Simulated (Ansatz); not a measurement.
# BiP: the cost of one run

Computed with Ansatz 0.2.0 (DFT PBE, scalar-relativistic, plane waves, PAW, unless a step's input says otherwise).

### Step 1. Starting point

The structure is tetragonal, space group P4_2/mmc (No. 131). The conventional cell has a = 4.414 Å, b = 4.414 Å, c = 6.242 Å, α = 90.00°, β = 90.00°, γ = 90.00°. Bi (site symmetry mmm) has 4 P at 2.70 Å as nearest neighbours. P (site symmetry -4m2) is surrounded by 4 Bi at 2.70 Å.

Coordinates:

```cif
data_structure
_symmetry_space_group_name_H-M 'P4_2/mmc'
_symmetry_Int_Tables_number 131
_cell_length_a 4.4140
_cell_length_b 4.4140
_cell_length_c 6.2423
_cell_angle_alpha 90.000
_cell_angle_beta 90.000
_cell_angle_gamma 90.000
_cell_volume 121.62
loop_
_atom_site_label
_atom_site_type_symbol
_atom_site_symmetry_multiplicity
_atom_site_Wyckoff_symbol
_atom_site_fract_x
_atom_site_fract_y
_atom_site_fract_z
_atom_site_occupancy
Bi1 Bi 2 c 0.00000 0.50000 0.00000 1
P1 P 2 f 0.50000 0.50000 0.25000 1
```

The cell is invented: ordered vacancies on the anion sites of fluorite (P4_2/mmc, No. 131). The dimensions are guesses.

### Step 2. The guess as it stands, on a coarse mesh

File input.yaml:

```yaml
crystal:
  lattice:
    - [4.41398052, 0.0, 0.0]
    - [0.0, 4.41398052, 0.0]
    - [0.0, 0.0, 6.24231111]
  atoms:
    - { symbol: Bi, position: [0.0, 0.5, 0.0] }
    - { symbol: Bi, position: [0.5, 0.0, 0.5] }
    - { symbol: P, position: [0.5, 0.5, 0.25] }
    - { symbol: P, position: [0.5, 0.5, 0.75] }
basis:
  ecutwfc: 420
kpoints:
  mp_grid: { grid: [4, 4, 4] }
hamiltonian:
  xc: pbe
scf:
  occupations: { method: gaussian, width: 0.1 }
  lower_state_search: "off"
output:
  forces: true
  stress: true
  eigenvalues: true
```

The run is started by

```console
$ ansatz run input.yaml --threads 1 --pin off --max-ram 2048MiB --backend cpu --events-out ev --progress --plain --runs-dir out
```

**Question.** How long does this run take on 1 thread of AMD EPYC 7B13 (Zen 3), shared host, and how much memory does it need?

About 3.7 s, with a peak of 0.42 GiB.
